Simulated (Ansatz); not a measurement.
# Al2H5NO2: the cost of one run

Method: RKS PBE/def2-SVP, in Ansatz 0.2.0.

## Step 1: The starting structure

Bond lengths: O1–Al2 1.802 Å, Al2–O3 1.805 Å, Al2–N4 1.890 Å, N4–Al5 1.896 Å, O1–H6 1.065 Å, O3–H7 0.993 Å, N4–H8 1.078 Å, Al5–H9 1.620 Å, Al5–H10 1.590 Å. Angles: O1–Al2–O3 119.1°, O1–Al2–N4 123.3°, O3–Al2–N4 117.6°, Al2–O1–H6 103.5°, Al2–O3–H7 108.4°, Al2–N4–Al5 108.4°, Al2–N4–H8 104.4°, Al5–N4–H8 103.6°, N4–Al5–H9 118.2°, N4–Al5–H10 115.4°, H9–Al5–H10 114.0°.

Structure file:

```xyz
10

O    -1.0933   -0.4491    2.2456
Al    0.1413   -0.6303    0.9453
O     1.8602   -0.2081    1.3003
N    -0.2750   -1.1991   -0.8081
Al   -0.0869    0.2809   -1.9786
H    -1.4484    0.5458    2.1142
H     1.9985    0.7512    1.0830
H    -1.3387   -1.3740   -0.7883
H    -1.0842    1.5431   -1.7836
H     1.4095    0.6886   -2.3270
```

## Step 2: Relaxing end A

File input.yaml:

```yaml
crystal:
  periodic: [false, false, false]
  atoms:
    - { symbol: O, position_ang: [-1.0933, -0.4491, 2.2456] }
    - { symbol: Al, position_ang: [0.1413, -0.6303, 0.9453] }
    - { symbol: O, position_ang: [1.8602, -0.2081, 1.3003] }
    - { symbol: "N", position_ang: [-0.275, -1.1991, -0.8081] }
    - { symbol: Al, position_ang: [-0.0869, 0.2809, -1.9786] }
    - { symbol: H, position_ang: [-1.4484, 0.5458, 2.1142] }
    - { symbol: H, position_ang: [1.9985, 0.7512, 1.083] }
    - { symbol: H, position_ang: [-1.3387, -1.374, -0.7883] }
    - { symbol: H, position_ang: [-1.0842, 1.5431, -1.7836] }
    - { symbol: H, position_ang: [1.4095, 0.6886, -2.327] }
basis:
  gaussian: { orbitals: def2-SVP }
hamiltonian:
  xc: pbe
relax:
  f_tol: 0.02
  max_steps: 50
```

Started as:

```
> ansatz run input.yaml --threads 2 --pin off --max-ram 3072MiB --backend cpu --events-out ev --progress --plain --runs-dir out
```

What time and memory should one allow on 2 threads of Intel Xeon Platinum 8488C (Sapphire Rapids), shared host?

About 30 s, with a peak of 0.16 GiB.
